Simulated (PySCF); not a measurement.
**The bond of SbCl+, level by level**

An exercise on one series of results from a longer session: the logs are not shown, and one member is left open.

Program: PySCF 2.14.0. Level of theory: Sb def2-TZVPPD with ECP28, Cl def2-TZVPPD, scalar-relativistic core potentials. These are calculated values, not measurements.

Set-up of the first run:

Settings of the job:

| Item | Value |
| --- | --- |
| atoms | Sb, Cl |
| charge | 1 |
| basis | Sb def2-TZVPPD with ECP28, Cl def2-TZVPPD |
| Hamiltonian | scalar-relativistic core potentials |
| basis functions | 107 |
| electrons treated | 39 |
| masses in u | 120.9038, 34.9689 |
| levels | PBE0, PBE, r²SCAN, r²SCANh, M06, revPBE, TPSSh, B2PLYP, HSE06, HF, MP2, SCS-MP2, CCSD, CCSD(T) |
| grid | 80 radial by 434 angular points |
| occupations | held fixed by the projection of orbital angular momentum |
| dissociation limit | Sb+ + Cl, each in its ground configuration |
| starting distance in angstrom | 2.435 |
| values of 2S to try | 1, 3 |

Run with:

```bash
$ OMP_NUM_THREADS=2 python dia.py task.json out
```

Steps of the session up to this table: The job; PBE0 along the bond; Higher solutions at PBE0; PBE; r²SCAN; r²SCANh (hybrid meta-GGA); M06; revPBE; TPSSh (hybrid meta-GGA); B2PLYP; HSE06 (range-separated hybrid); UHF (mean field); Adding correlation.

One of the session's tables, all rows but one given; the rest of the session is left out.

It belongs to the step «Constants by level of theory». 

```
      level  Re (Å)  ωe (cm⁻¹)  De (eV)
        UHF   2.232        467     2.01
    UHF-MP2   2.228        465     3.50
UHF-SCS-MP2   2.235        459     3.35
   UHF-CCSD       ?          ?        ?
UHF-CCSD(T)   2.242        450     3.40
        PBE   2.261        429     3.95
     revPBE   2.269        423     3.71
     r²SCAN   2.243        446     3.80
      TPSSh   2.246        443     3.72
    r²SCANh   2.236        453     3.70
       PBE0   2.235        454     3.66
        M06   2.246        452     4.06
      HSE06   2.238        451     3.70
     B2PLYP   2.247        445     3.55
```

**Question.** Estimate the row for UHF-CCSD.

As computed: Re (Å): 2.234; ωe (cm⁻¹): 459; De (eV): 3.20. In the column «Re (Å)» it lies between UHF (2.232) and UHF-SCS-MP2 (2.235).
